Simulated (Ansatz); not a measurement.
# Ag: a trigonal deformation path

An exercise on one series of results from a longer session: the logs are not shown, and one member is left open.

Program: Ansatz 0.2.0. Level of theory: DFT r2SCAN, scalar-relativistic, plane waves, PAW. These are calculated values, not measurements.

## The structure to begin with

The structure is cubic, space group Im-3m (No. 229). Conventional cell: a = 3.311 Å, b = 3.311 Å, c = 3.311 Å, α = 90.00°, β = 90.00°, γ = 90.00°. Around Ag (site symmetry m-3m) lie 8 Ag at 2.87 Å.

Coordinates:

```xyz
1
Lattice="-1.6557 1.6557 1.6557 1.6557 -1.6557 1.6557 1.6557 1.6557 -1.6557" Properties=species:S:1:pos:R:3 pbc="T T T"
Ag    0.0000    0.0000    0.0000
```

It goes back to an entry of the Materials Project, which need not be the stable form.

The cell is taken as given, not relaxed at this level.

## The reference cell

Reference values: F = -7603.9041 eV; pressure -3.58 GPa; largest force 0.000 eV/Å; gap on the mesh none (metal). It was computed beforehand with the settings of the runs below.

Set-up of the first run:

At fixed volume and fractional coordinates, lengths along (0.577, 0.577, 0.577) are scaled against those across it; ρ is that ratio over its starting value.

input.yaml

```yaml
crystal:
  lattice:
    - [-2.4336588803, 1.7383277716, 1.7383277716]
    - [1.7383277716, -2.4336588803, 1.7383277716]
    - [1.7383277716, 1.7383277716, -2.4336588803]
  atoms:
    - { symbol: Ag, position: [0.0, 0.0, 0.0] }
basis:
  ecutwfc: 500
kpoints:
  mp_grid: { grid: [22, 22, 22] }
hamiltonian:
  xc: r2scan
scf:
  occupations: { method: gaussian, width: 0.15 }
output:
  forces: true
  stress: true
  eigenvalues: true
```

The run is started by

```bash
$ ansatz run input.yaml --threads 1 --pin off --max-ram 2560MiB --backend cpu --events-out ev --progress --plain --runs-dir out
```

Among the steps run: ρ = 0.500; ρ = 2.000; At ρ = 0.710; ρ = 1.410; At ρ = 0.600; ρ = 0.850; At ρ = 1.200; At ρ = 1.700; Point ρ = 0.930; ρ = 1.080.

One of the session's tables, all rows but one given; the rest of the session is left out.

| ρ | ΔE (meV/atom) | pressure (GPa) |
| --- | --- | --- |
| 0.500 | 8548.2 | 185.2 |
| 0.600 | 3096.4 | 73.7 |
| 0.710 | 934.4 | 22.4 |
| 0.850 | 134.3 | 0.6 |
| 0.930 | 19.2 | -3.0 |
| 1.000 | 0.0 | -3.6 |
| 1.080 | 16.7 | -3.1 |
| 1.200 | 75.6 | -0.9 |
| 1.410 | 193.9 | 3.9 |
| 1.700 | ? | ? |
| 2.000 | 347.8 | 10.1 |

**Question.** Estimate the row for ρ = 1.700.

Worked estimate for «ΔE (meV/atom)». A straight line through the neighbours (1.410, 193.9) and (2.000, 347.8) gives 193.9 + (347.8 − 193.9) × (1.700 − 1.410) / (2.000 − 1.410) = 269.5; a parabola fitted to 3 rows on both sides gives 302.4.

The run gave: ΔE (meV/atom): 308.4; pressure (GPa): 8.6. In «ΔE (meV/atom)» the line misses by -38.9 and the parabola by -6.0.
